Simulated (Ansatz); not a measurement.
C2H8BNO, SMILES CNB(C)O, a single point in a Gaussian basis

Program: Ansatz 0.2.0, Python API.

Run as a notebook:

In [1]:
```python
import ansatz as az
from ase import Atoms
import numpy as np
```

In [2]:
```python
BASIS_SET = "cc-pVDZ"
XC = "PBE0"
```

In [3]:
```python
atoms = Atoms(["C", "N", "B", "C", "O", "H", "H", "H", "H", "H", "H", "H", "H"], positions=[
    (-1.224, 0.63, 1.1025),
    (-0.4222, 1.1108, -0.0138),
    (0.7129, 0.1408, -0.2285),
    (0.5703, -1.3293, -0.7538),
    (2.1137, 0.5818, 0.022),
    (-1.7386, -0.2963, 0.8731),
    (-0.6644, 0.6212, 2.0415),
    (-2.048, 1.4327, 1.23),
    (-0.9834, 1.1338, -0.8483),
    (1.0652, -1.4884, -1.6685),
    (0.8354, -2.0696, 0.0296),
    (-0.5636, -1.4964, -0.9316),
    (2.3672, 0.9942, -0.8393),
])
mol = az.Crystal.molecule_from_ase(atoms)
```

In [4]:
```python
model = (
    mol.calculation()
    .basis(gaussian=BASIS_SET)
    .functional(XC)
    .forces()
)
print(model.to_yaml())
rep = model.session().plan(threads=1).execute().report

print(f"E = {rep['free_energy_ev']:.6f} eV = {rep['free_energy_ev'] / 27.211386246:.7f} Ha")
print("converged:", rep["converged"], " doubts:", rep["published_state_doubts"] or "none")

symbols = [site.symbol for site in mol.cartesian_sites]
forces = np.array(rep["forces_ev_ang"])
print("largest force", round(float(np.linalg.norm(forces, axis=1).max()), 4), "eV/A, rms", round(float(np.sqrt((forces ** 2).mean())), 4))
```
```text
crystal:
  periodic: [false, false, false]
  atoms:
    - { symbol: C, position_ang: [-1.224, 0.63, 1.1025] }
    - { symbol: "N", position_ang: [-0.4222, 1.1108, -0.0138] }
    - { symbol: B, position_ang: [0.7129, 0.1408, -0.2285] }
    - { symbol: C, position_ang: [0.5703, -1.3293, -0.7538] }
    - { symbol: O, position_ang: [2.1137, 0.5818, 0.022] }
    - { symbol: H, position_ang: [-1.7386, -0.2963, 0.8731] }
    - { symbol: H, position_ang: [-0.6644, 0.6212, 2.0415] }
    - { symbol: H, position_ang: [-2.048, 1.4327, 1.23] }
    - { symbol: H, position_ang: [-0.9834, 1.1338, -0.8483] }
    - { symbol: H, position_ang: [1.0652, -1.4884, -1.6685] }
    - { symbol: H, position_ang: [0.8354, -2.0696, 0.0296] }
    - { symbol: H, position_ang: [-0.5636, -1.4964, -0.9316] }
    - { symbol: H, position_ang: [2.3672, 0.9942, -0.8393] }
basis:
  gaussian:
    orbitals: cc-pVDZ
hamiltonian:
  xc: pbe0
output:
  forces: true

E = -6411.342414 eV = -235.6124879 Ha
converged: True  doubts: none
largest force 3.9825 eV/A, rms 1.2047
```

In [5]:
```python
charges = rep["charge_distribution"]
print("dipole moment", round(4.803205 * float(np.linalg.norm(charges["dipole_moment_e_ang"])), 3), "D")
print("Mulliken:", [(s, round(q, 3)) for s, q in zip(symbols, charges["mulliken_charges_e"])])
```
```text
dipole moment 2.268 D
Mulliken: [('C', -0.045), ('N', -0.196), ('B', 0.066), ('C', -0.144), ('O', -0.248), ('H', 0.031), ('H', 0.069), ('H', 0.05), ('H', 0.091), ('H', 0.054), ('H', 0.077), ('H', 0.033), ('H', 0.163)]
```

Reading the output:
- Total energies depend on the basis set; only differences at equal settings carry meaning.
- The geometry is a force-field or estimated start, not a minimum of this method, and the basis set is short of its limit.
- It ran for 4.3 s on 1 thread of Arm Neoverse V2 (shared host), peak memory 0.27 GiB.

(Lines on the test bed's own set-up are left out of the output.)
